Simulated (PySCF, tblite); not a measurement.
**C₆H₅FS₂: dynamics, then NMR shifts on frames**

Aim: move C₆H₅FS₂ (`CC(=S)c1ccc(F)s1`) away from its starting geometry and see how NMR shifts follow the geometry.

Computed with tblite 0.8.0 and PySCF 2.14.0, with density-fitted response routines of our own, on a single molecule in the gas phase. Atoms are numbered from 0 throughout.

**1. Starting geometry**

14 atoms, charge 0, multiplicity 1; geometry from: GFN2-xTB.

Bonds of the start (Å): C0–C1 1.49, C1–S2 1.64, C1–C3 1.43, C3–C4 1.38, C4–C5 1.40, C5–C6 1.36, C6–F7 1.33, C6–S8 1.72, S8–C3 1.75, C0–H9 1.09, C0–H10 1.09, C0–H11 1.09, C4–H12 1.07, C5–H13 1.07.

**2. Thermal motion with GFN2-xTB**

What the job is given:

```
{"job": {"kind": "md", "xc": "GFN2-xTB", "basis": "xTB", "temperature": 300, "steps": 2000, "every": 50, "frames": 5}, "charge": 0, "multiplicity": 1}
C     -2.286484     0.839146    -0.269525
C     -1.328158     0.150414     0.641531
S     -1.786410    -0.336247     2.140832
C      0.002735    -0.079399     0.184441
C      1.034771    -0.693336     0.860894
C      2.228605    -0.764925     0.132596
C      2.090247    -0.199685    -1.100206
F      3.034421    -0.106187    -2.030245
S      0.519333     0.430541    -1.410001
H     -1.909535     1.827456    -0.534644
H     -2.401786     0.271386    -1.193338
H     -3.254985     0.941606     0.212150
H      0.913896    -1.076324     1.857650
H      3.142673    -1.204918     0.485700
```

Method: GFN2-xTB Langevin dynamics, gas phase.

Command:

```sh
OMP_NUM_THREADS=1 python probes_run.py task.json out
```

The driver reads the jobs from task.json and runs them one after another.

The program printed:

```text
t/fs     T/K      E/eV
    0.0   232.4   -723.48359
   25.0   203.0   -723.27191
   50.0   184.6   -723.20486
   75.0   131.5   -723.20800
  100.0   152.1   -723.15559
  125.0   194.4   -723.17336
  150.0   213.5   -723.11458
  175.0   277.1   -723.17295
  200.0   178.7   -722.98393
  225.0   237.0   -723.03798
  250.0   270.0   -722.99712
  275.0   310.9   -723.06688
  300.0   229.2   -722.92025
  325.0   211.8   -722.95594
  350.0   275.1   -723.08474
  375.0   295.8   -723.04314
  400.0   270.0   -722.91068
  425.0   237.8   -723.09173
  450.0   264.6   -722.96204
  475.0   281.3   -723.00053
  500.0   231.3   -723.06640
  525.0   238.7   -723.05766
  550.0   276.4   -723.11970
  575.0   243.5   -723.14652
  600.0   190.1   -723.11003
  625.0   265.2   -723.16680
  650.0   260.1   -723.20402
  675.0   164.5   -723.04432
  700.0   287.1   -723.04184
  725.0   260.3   -723.12417
  750.0   352.8   -723.03565
  775.0   356.3   -723.13727
  800.0   253.6   -723.07249
  825.0   236.5   -722.99154
  850.0   190.6   -723.02372
  875.0   278.7   -723.18202
  900.0   248.4   -723.14455
  925.0   176.3   -723.10190
  950.0   324.3   -723.19542
  975.0   273.6   -723.11119
 1000.0   279.6   -723.09705
```

It took 25 s on 1 thread of Arm Neoverse N1, shared host; peak memory 0.18 GiB.

Distance from the start (root mean square after alignment): 0 fs 0.00 Å, 200 fs 0.27 Å, 400 fs 0.41 Å, 600 fs 0.13 Å, 800 fs 0.18 Å, 1000 fs 0.13 Å.

Positions (Å) and forces (eV/Å) at 1000 fs:

```xyz
14

C    -2.112    0.538   -0.118   -1.613    0.270    0.261
C    -1.283   -0.077    0.945   -1.177   -0.602    0.817
S    -1.949   -0.733    2.352    0.419    0.567   -1.044
C     0.073   -0.147    0.705    3.366   -1.454    1.145
C     1.092   -0.781    1.533   -2.002    0.703   -0.268
C     2.337   -0.874    0.926   -0.554    0.440    0.052
C     2.368   -0.251   -0.299    0.170   -0.192    0.147
F     3.507   -0.118   -1.000   -0.790    0.030   -0.045
S     0.820    0.353   -0.811    0.484   -0.080    0.252
H    -1.672    1.495   -0.404    0.048   -0.300   -0.454
H    -2.359   -0.134   -0.967    0.743    0.451    0.393
H    -3.109    0.775    0.299    0.318   -0.051   -0.016
H     0.863   -1.106    2.575    0.179    0.222   -1.256
H     3.162   -1.359    1.394    0.409   -0.003    0.017
```

**3. NMR shieldings: 250 fs, PBE0/pcSseg-1**

What the job is given:

```
{"job": {"kind": "nmr", "xc": "PBE0", "basis": "pcSseg-1", "pop": false}, "charge": 0, "multiplicity": 1}
C     -2.512200     0.279800    -0.490400
C     -1.596200    -0.149800     0.606900
S     -2.077100    -0.323300     2.180000
C     -0.232100    -0.292500     0.243600
C      0.654700    -1.172500     0.727300
C      1.859700    -1.283300    -0.014400
C      1.887000    -0.439600    -1.067700
F      2.921600    -0.347200    -1.903300
S      0.481800     0.547500    -1.175300
H     -2.165100     1.295600    -0.747400
H     -2.420200    -0.368100    -1.381100
H     -3.529800     0.128800    -0.174900
H      0.526600    -1.992900     1.426800
H      2.591500    -2.075100     0.262100
```

Level: GIAO PBE0/pcSseg-1 NMR shielding, non-relativistic, gas phase.

The program printed:

```text
coarse grid: 13952 points
cycle   1  E = -1126.9503834484  dE =  1.666e+00  |g| = 5.867e-01  |ddm| = 3.973e+00
cycle   2  E = -1126.7842209439  dE =  1.662e-01  |g| = 1.005e+00  |ddm| = 1.734e+00
cycle   3  E = -1127.0315086607  dE = -2.473e-01  |g| = 1.448e-01  |ddm| = 1.299e+00
cycle   4  E = -1127.0359353370  dE = -4.427e-03  |g| = 7.013e-02  |ddm| = 2.527e-01
cycle   5  E = -1127.0370227928  dE = -1.087e-03  |g| = 2.996e-02  |ddm| = 1.203e-01
cycle   6  E = -1127.0372478591  dE = -2.251e-04  |g| = 7.520e-03  |ddm| = 3.649e-02
cycle   7  E = -1127.0372602003  dE = -1.234e-05  |g| = 2.539e-03  |ddm| = 1.094e-02
cycle   8  E = -1127.0372617182  dE = -1.518e-06  |g| = 5.286e-04  |ddm| = 3.248e-03
final grid: 129208 points
cycle   9  E = -1127.1019389177  dE = -1.979e-05  |g| = 1.099e-02  |ddm| = 3.905e-02
cycle  10  E = -1127.1018582543  dE =  8.066e-05  |g| = 2.012e-02  |ddm| = 3.607e-02
cycle  11  E = -1127.1019689119  dE = -1.107e-04  |g| = 2.533e-03  |ddm| = 2.764e-02
cycle  12  E = -1127.1019705644  dE = -1.652e-06  |g| = 5.658e-04  |ddm| = 3.559e-03
cycle  13  E = -1127.1019706442  dE = -7.975e-08  |g| = 1.971e-04  |ddm| = 8.433e-04
cycle  14  E = -1127.1019706541  dE = -9.989e-09  |g| = 4.060e-05  |ddm| = 2.334e-04
cycle  15  E = -1127.1019706545  dE = -3.520e-10  |g| = 1.806e-05  |ddm| = 7.644e-05
converged SCF energy = -1127.1019706545

GIAO shielding tensors (ppm)
atom      isotropic    diamagn.    paramagn.     s11        s22        s33       span
  0 C      141.579     249.408    -107.829    120.480    125.366    178.891     58.411
  1 C      -59.686     256.597    -316.283   -222.686    -97.398    141.027    363.713
  2 S     -467.045    1056.443   -1523.488  -1713.608   -287.143    599.615   2313.223
  3 C       38.956     263.797    -224.841    -33.358     47.790    102.435    135.793
  4 C       51.287     250.414    -199.126    -28.957     28.923    153.896    182.853
  5 C       66.450     259.342    -192.892      5.939     56.579    136.832    130.893
  6 C        6.204     259.123    -252.919    -66.076     30.256     54.433    120.509
  7 F      296.473     469.928    -173.455    218.622    268.128    402.668    184.046
  8 S      310.328    1056.923    -746.595    237.172    287.964    405.847    168.675
  9 H       28.315      28.116       0.199     24.204     29.144     31.597      7.393
 10 H       28.197      29.252      -1.055     24.032     29.200     31.359      7.328
 11 H       28.501      28.438       0.063     24.253     28.643     32.608      8.355
 12 H       23.960      31.520      -7.560     20.541     25.209     26.131      5.590
 13 H       24.447      28.978      -4.531     21.056     24.899     27.386      6.329
```

Run time: 50 s. Hardware: 1 thread of Arm Neoverse N1, shared host; peak memory 0.85 GiB.

The references, computed at this level on geometries of the same kind, shield at (ppm): ¹H TMS 31.72, ¹³C TMS 186.9, ¹⁹F CFCl3 170.9, ³³S CS2 504. Their shielding less the atom's gives the shift. The references are single molecules in the gas phase, so shifts against H2O, NH3, PH3, H3PO4 or CFCl3 are not on the usual liquid scales and can be off by tens of ppm. Each atom is listed at this fixed geometry, with no averaging over motion; a spectrum would average atoms that exchange fast.

```csv
atoms,environment,σ (ppm),δ (ppm)
C1,thiocarbonyl carbon,-59.7,246.6
C6,aromatic carbon bearing fluorine,6.2,180.7
C3,substituted aromatic carbon next to the ring sulfur,39.0,148.0
C4,aromatic CH,51.3,135.6
C5,aromatic CH,66.5,120.5
C0,methyl carbon,141.6,45.3
H12,hydrogen on an aromatic CH,23.96,7.76
H13,hydrogen on an aromatic CH,24.45,7.27
H10,hydrogen on a methyl carbon,28.20,3.52
H9,hydrogen on a methyl carbon,28.31,3.40
H11,hydrogen on a methyl carbon,28.50,3.22
S2,thione sulfur,-467,971
S8,aromatic ring sulfur,310,193
F7,aryl fluorine,296.5,-125.5
```

Ring of atoms C3, C4, C5, C6, S8: NICS(0) -11.2, NICS(1) -8.9, NICS(1)zz -18.1 ppm (means of both faces).

**4. Shielding tensors: 425 fs, PBE0/pcSseg-1**

What the job is given:

```
{"job": {"kind": "nmr", "xc": "PBE0", "basis": "pcSseg-1", "pop": false}, "charge": 0, "multiplicity": 1}
C     -2.468600     0.438300    -0.563600
C     -1.585600    -0.126200     0.487400
S     -2.189700    -0.680200     1.921000
C     -0.183500    -0.262200     0.211100
C      0.679200    -1.109500     0.950000
C      1.993100    -1.121900     0.377600
C      2.071600    -0.399300    -0.807400
F      3.187400    -0.104400    -1.449000
S      0.627100     0.438300    -1.203500
H     -1.769000     0.954300    -1.293900
H     -3.127700    -0.327100    -0.941100
H     -3.132400     1.158400    -0.048000
H      0.301100    -1.622600     1.773100
H      2.778200    -1.774300     0.745900
```

Method: GIAO PBE0/pcSseg-1 NMR shielding, non-relativistic, gas phase.

The program printed:

```text
coarse grid: 13952 points
cycle   1  E = -1126.9459423074  dE =  1.569e+00  |g| = 5.930e-01  |ddm| = 3.972e+00
cycle   2  E = -1126.6950377600  dE =  2.509e-01  |g| = 1.121e+00  |ddm| = 2.063e+00
cycle   3  E = -1127.0339878188  dE = -3.390e-01  |g| = 1.557e-01  |ddm| = 1.614e+00
cycle   4  E = -1127.0390368207  dE = -5.049e-03  |g| = 7.484e-02  |ddm| = 2.671e-01
cycle   5  E = -1127.0404107342  dE = -1.374e-03  |g| = 1.955e-02  |ddm| = 1.171e-01
cycle   6  E = -1127.0404968973  dE = -8.616e-05  |g| = 6.964e-03  |ddm| = 2.751e-02
cycle   7  E = -1127.0405070429  dE = -1.015e-05  |g| = 3.331e-03  |ddm| = 1.173e-02
cycle   8  E = -1127.0405098885  dE = -2.846e-06  |g| = 9.510e-04  |ddm| = 4.675e-03
final grid: 129208 points
cycle   9  E = -1127.1049941009  dE = -1.605e-05  |g| = 1.171e-02  |ddm| = 3.776e-02
cycle  10  E = -1127.1048934712  dE =  1.006e-04  |g| = 2.207e-02  |ddm| = 4.154e-02
cycle  11  E = -1127.1050292090  dE = -1.357e-04  |g| = 2.350e-03  |ddm| = 3.162e-02
cycle  12  E = -1127.1050306111  dE = -1.402e-06  |g| = 5.455e-04  |ddm| = 3.344e-03
cycle  13  E = -1127.1050306888  dE = -7.775e-08  |g| = 2.123e-04  |ddm| = 9.071e-04
cycle  14  E = -1127.1050307010  dE = -1.216e-08  |g| = 4.556e-05  |ddm| = 2.557e-04
cycle  15  E = -1127.1050307014  dE = -4.306e-10  |g| = 2.358e-05  |ddm| = 8.533e-05
converged SCF energy = -1127.1050307014

GIAO shielding tensors (ppm)
atom      isotropic    diamagn.    paramagn.     s11        s22        s33       span
  0 C      142.492     249.881    -107.389    118.828    130.056    178.593     59.764
  1 C      -54.683     256.702    -311.385   -216.067    -85.718    137.736    353.804
  2 S     -299.406    1057.162   -1356.568  -1347.544   -248.066    697.392   2044.936
  3 C       29.562     264.312    -234.750    -46.402     40.542     94.546    140.948
  4 C       34.857     252.012    -217.155    -51.858      7.099    149.330    201.188
  5 C       62.196     256.167    -193.971      4.953     38.082    143.552    138.599
  6 C        1.772     259.879    -258.107    -69.094     21.105     53.306    122.400
  7 F      287.058     469.751    -182.692    224.229    244.911    392.036    167.807
  8 S      318.702    1056.994    -738.292    198.855    297.428    459.822    260.967
  9 H       27.320      28.997      -1.677     21.105     28.853     32.001     10.895
 10 H       28.462      28.246       0.216     25.647     27.201     32.538      6.891
 11 H       27.979      27.680       0.298     24.124     27.835     31.976      7.852
 12 H       23.225      33.642     -10.416     18.660     23.570     27.447      8.787
 13 H       24.590      28.713      -4.123     21.480     25.126     27.163      5.683
```

It took 49 s on 1 thread of Arm Neoverse N1, shared host; peak memory 0.86 GiB.

This run: δ C1 241.6, C6 185.2, C3 157.4, C4 152.1, H12 8.49, H13 7.13 ppm.

(Part 1 of 2 ends here.)
